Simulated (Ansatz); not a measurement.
# AlH5OSSi: small, medium and large basis sets

The task here is to estimate one member of a computed series from the others.

The runs use Ansatz 0.2.0, Gaussian basis; one geometry, several basis sets.

Plan: PBE0-D4/def2-SVP; ωB97M-V/def2-SVP; PBE0-D4/def2-QZVPP; ωB97M-V/def2-QZVPP; the functionals' def2-TZVPP values are taken from earlier runs.

### The relaxed structure

The geometry comes from an earlier relaxation with PBE0-D4 in a triple-zeta def2 set; it is a stationary point, not always the lowest conformer.

SMILES `[AlH2][O][SiH2]S`, 9 atoms, charge 0, spin multiplicity 1.

Atoms are counted from 1 here; the program's logs count them from 0.

Bond lengths: Al1–O2 1.691 Å, Al1–H5 1.577 Å, Al1–H6 1.579 Å, O2–Si3 1.620 Å, Si3–S4 2.137 Å, Si3–H7 1.483 Å, Si3–H8 1.482 Å, S4–H9 1.344 Å. Angles: O2–Al1–H5 117.1°, O2–Al1–H6 118.4°, H5–Al1–H6 124.5°, Al1–O2–Si3 155.4°, O2–Si3–S4 113.0°, O2–Si3–H7 108.9°, O2–Si3–H8 110.4°, S4–Si3–H7 109.5°, S4–Si3–H8 103.9°, H7–Si3–H8 111.2°, Si3–S4–H9 94.6°.

Set-up of the first run:

Contents of in.yaml:

```yaml
crystal:
  periodic: [false, false, false]
  atoms:
    - {symbol: Al, position_ang: [-0.479457, 1.427332, -1.363964]}
    - {symbol: O, position_ang: [0.297179, 0.052807, -0.759031]}
    - {symbol: Si, position_ang: [0.624840, -1.090175, 0.340849]}
    - {symbol: S, position_ang: [-0.839350, -1.196348, 1.894461]}
    - {symbol: H, position_ang: [-0.559889, 1.575878, -2.932245]}
    - {symbol: H, position_ang: [-1.037786, 2.487471, -0.335063]}
    - {symbol: H, position_ang: [1.955926, -0.816686, 0.934560]}
    - {symbol: H, position_ang: [0.581505, -2.434421, -0.281460]}
    - {symbol: H, position_ang: [-0.454467, -0.052158, 2.484793]}
basis:
  gaussian: {orbitals: def2-SVP}
hamiltonian: {xc: pbe0, dispersion: d4}
output: {orbitals: {seedname: orbitals}}
```

Command:

```console
$ ansatz run in.yaml --threads 2 --pin off --events-out ev --progress --plain --max-ram 4352MiB
```

Steps of the session up to this table: PBE0-D4 in def2-SVP; ωB97M-V in def2-SVP; PBE0-D4 in def2-QZVPP; ωB97M-V in def2-QZVPP.

One of the session's tables, all rows but one given; the rest of the session is left out.

It belongs to the step «Density functionals: the series». 

| functional | basis | HOMO (eV) |
| --- | --- | --- |
| PBE0-D4 | def2-SVP | -7.49 |
| PBE0-D4 | def2-TZVPP | -7.59 |
| PBE0-D4 | def2-QZVPP | -7.62 |
| ωB97M-V | def2-SVP | -9.66 |
| ωB97M-V | def2-TZVPP | ? |
| ωB97M-V | def2-QZVPP | -9.84 |

Q: Estimate the row for ωB97M-V, def2-TZVPP from the others.

**Answer.** HOMO (eV): -9.81. In the column «HOMO (eV)» it lies between ωB97M-V, def2-QZVPP (-9.84) and ωB97M-V, def2-SVP (-9.66).
